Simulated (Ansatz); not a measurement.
Geometry optimisation, DFT PBE, scalar-relativistic, plane waves, PAW (Ansatz 0.2.0).

The input (input.yaml):

```yaml
crystal:
  lattice:
    - [6.98, 0.0, 0.0]
    - [0.0, 6.98, 0.0]
    - [0.0, 0.0, 6.98]
  atoms:
    - { symbol: Li, position: [0.0, 0.0, 0.0] }
    - { symbol: Li, position: [0.5, 0.0, 0.0] }
    - { symbol: Li, position: [0.0, 0.5, 0.0] }
    - { symbol: Li, position: [0.0, 0.0, 0.5] }
    - { symbol: Li, position: [0.25, 0.25, 0.25] }
    - { symbol: Li, position: [0.5, 0.5, 0.0] }
    - { symbol: Li, position: [0.5, 0.0, 0.5] }
    - { symbol: Li, position: [0.75, 0.25, 0.25] }
    - { symbol: Li, position: [0.0, 0.5, 0.5] }
    - { symbol: Li, position: [0.25, 0.75, 0.25] }
    - { symbol: Li, position: [0.25, 0.25, 0.75] }
    - { symbol: Li, position: [0.5, 0.5, 0.5] }
    - { symbol: Li, position: [0.75, 0.75, 0.25] }
    - { symbol: Li, position: [0.75, 0.25, 0.75] }
    - { symbol: Li, position: [0.25, 0.75, 0.75] }
    - { symbol: Li, position: [0.75, 0.75, 0.75] }
    - { symbol: H, position: [0.11656073, 0.74876906, -0.0026871] }
basis:
  ecutwfc: 420.0
kpoints:
  mp_grid: { grid: [4, 4, 4] }
hamiltonian:
  xc: pbe
scf:
  occupations: { method: gaussian, width: 0.05 }
  lower_state_search: "off"
relax:
  f_tol: 0.03
  max_steps: 60
  adjacent_minimum: "off"
```

Run as:

```bash
$ ansatz run input.yaml --threads 2 --pin off --max-ram 5120MiB --backend cpu --events-out ev --progress --plain --runs-dir out
```

Where does it end, and by what steps?

The forces met the threshold. The force dipped under the threshold on the way, but the program's further checks kept it going. Limits of this set-up: coarse k mesh, odd electron count without spin, a small cell, in which the defect meets its images, a typed lattice constant that wasn't relaxed here. After 7 steps the energy has fallen by 0.076 eV; Li10 moved furthest, 0.21 Å.

```json
{"step": "0", "energy less start (eV)": "0.0000", "largest force component (eV/Å)": "0.212", "accepted": "yes"}
{"step": "1", "energy less start (eV)": "-0.0582", "largest force component (eV/Å)": "0.072", "accepted": "yes"}
{"step": "2", "energy less start (eV)": "-0.0630", "largest force component (eV/Å)": "0.018", "accepted": "yes"}
{"step": "3", "energy less start (eV)": "-0.0682", "largest force component (eV/Å)": "0.030", "accepted": "yes"}
{"step": "4", "energy less start (eV)": "-0.0733", "largest force component (eV/Å)": "0.037", "accepted": "yes"}
{"step": "5", "energy less start (eV)": "-0.0745", "largest force component (eV/Å)": "0.023", "accepted": "yes"}
{"step": "6", "energy less start (eV)": "-0.0745", "largest force component (eV/Å)": "0.023", "accepted": "yes"}
{"step": "7", "energy less start (eV)": "-0.0759", "largest force component (eV/Å)": "0.016", "accepted": "yes"}
```

```xyz
17
Lattice="6.9800 0.0000 0.0000 0.0000 6.9800 0.0000 0.0000 0.0000 6.9800" Properties=species:S:1:pos:R:3
Li -0.034 -0.163 0.001
Li 3.644 0.120 0.000
Li -0.036 3.650 0.001
Li 0.074 -0.074 3.492
Li 1.692 1.746 1.673
Li 3.643 3.367 0.000
Li 3.353 0.045 3.490
Li 5.352 1.745 1.831
Li 0.074 3.561 3.492
Li 1.762 5.236 1.536
Li 1.691 1.746 5.304
Li 3.352 3.443 3.490
Li 5.096 5.235 1.852
Li 5.354 1.745 5.145
Li 1.764 5.236 5.438
Li 5.096 5.235 5.122
H 0.818 5.233 -0.003
```

Whether the end is a true minimum wasn't checked by a vibrational analysis.

Time of the run: 76 s on 2 threads of Intel(R) Xeon(R) Platinum 8259CL CPU @ 2.50GHz (Skylake/Cascade Lake) (shared host), peak memory 0.75 GiB.
